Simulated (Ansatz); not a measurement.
**GeNH₅ (triplet): from Hartree-Fock to the top rungs at distance Ge1–H5 along a hydrogen transfer = 1.840 Å, cc-pVDZ**

Aim: climb from Hartree-Fock through coupled cluster and multireference methods for GeNH₅ (triplet) at one geometry and basis, and see what each rung misses.

Method: cc-pVDZ, core rule «outside noble gas», up to 15 orbitals frozen; program: Ansatz 0.2.0, Gaussian basis.

Plan: UHF; CCSD(T) on ROHF; CCSD(T) on UHF; BCCD(T) on ROHF; CISD; CCSDT(Q) on ROHF; CCSDT(Q) on UHF; CASSCF and MRCISD+Q, 4 electrons in 4 orbitals; CASSCF and NEVPT2, 4 electrons in 4 orbitals.

## 1. The system

The geometry derives from fragments relaxed apart (PBE0/def2-TZVP) and kept rigid, so it is no stationary point. A hydrogen atom is moved between rigid fragments. No spin-orbit coupling is included. The filled d shell of Ge may be among the frozen orbitals whatever the setting's name suggests; the logs give the count.

7 atoms, charge 0, spin multiplicity 3.

Atoms are counted from 1 here; the program's logs count them from 0.

Bond lengths: Ge1–H2 1.534 Å, Ge1–H3 1.534 Å, Ge1–H4 1.534 Å, Ge1–H5 1.840 Å, N6–H7 1.040 Å. Angles: H2–Ge1–H3 109.5°, H2–Ge1–H4 109.5°, H2–Ge1–H5 109.5°, H3–Ge1–H4 109.5°, H3–Ge1–H5 109.5°, H4–Ge1–H5 109.5°.

## 2. UHF

in.yaml reads:

```yaml
crystal:
  periodic: [false, false, false]
  atoms:
    - {symbol: Ge, position_ang: [-0.544600, 0.011040, 0.000000]}
    - {symbol: H, position_ang: [-1.056050, 1.457639, 0.000001]}
    - {symbol: H, position_ang: [-1.056050, -0.712260, 1.252791]}
    - {symbol: H, position_ang: [-1.056050, -0.712259, -1.252792]}
    - {symbol: H, position_ang: [1.295400, 0.011040, 0.000000]}
    - {symbol: N, position_ang: [2.742400, 0.011040, 0.000000]}
    - {symbol: H, position_ang: [3.011482, -0.993187, -0.000001]}
basis:
  gaussian: {orbitals: cc-pVDZ}
magnetization: {spin_polarized: true, initial_magnetization: 2}
hamiltonian: {xc: hf}
output: {orbitals: {seedname: orbitals}}
```

Launch:

```
$ ansatz run in.yaml --threads 1 --pin off --events-out ev --progress --plain --max-ram 2816MiB --backend cpu
```

Further steps of the session: CCSD(T) on ROHF; CCSD(T) on UHF; BCCD(T) on ROHF; CISD; CCSDT(Q) on ROHF; CCSDT(Q) on UHF; CASSCF and MRCISD+Q, 4 electrons in 4 orbitals; CASSCF and NEVPT2, 4 electrons in 4 orbitals.

**Question.** What will the summary of the whole plan be? Wanted: UCCSDT(Q) below the RHF energy; RMP2 from UCCSDT(Q); UMP2 from UCCSDT(Q); RCCSD from UCCSDT(Q); RCCSD(T) from UCCSDT(Q); UCCSD(T) from UCCSDT(Q); RCCSDT(Q) from UCCSDT(Q); NEVPT2 pair from UCCSDT(Q); MRCISD+Q pair from UCCSDT(Q).

As calculated:

| quantity | value |
| --- | --- |
| UCCSDT(Q) below the RHF energy | -8.3154 eV |
| RMP2 from UCCSDT(Q) | +37.10 kcal/mol |
| UMP2 from UCCSDT(Q) | +36.70 kcal/mol |
| RCCSD from UCCSDT(Q) | +5.12 kcal/mol |
| RCCSD(T) from UCCSDT(Q) | +1.07 kcal/mol |
| UCCSD(T) from UCCSDT(Q) | +1.04 kcal/mol |
| RCCSDT(Q) from UCCSDT(Q) | +0.05 kcal/mol |
| NEVPT2 pair from UCCSDT(Q) | +32.94 kcal/mol |
| MRCISD+Q pair from UCCSDT(Q) | +2.20 kcal/mol |
| levels within 1 kcal/mol (43 meV) | RCCSDT, UCCSDT, RCCSDT(Q) |
| T1 diagnostic | 0.037 |

What this shows: RCCSD(T) lands +1.07 kcal/mol from the yardstick (0.6 % of the correlation energy). Of the multireference levels listed MRCISD+Q pair comes nearest in total energy (+2.20 kcal/mol), which doesn't show that its space is the better one. These misses are within one basis, not against nature; the frozen cores of restricted and unrestricted runs differ, which can shift their rows.
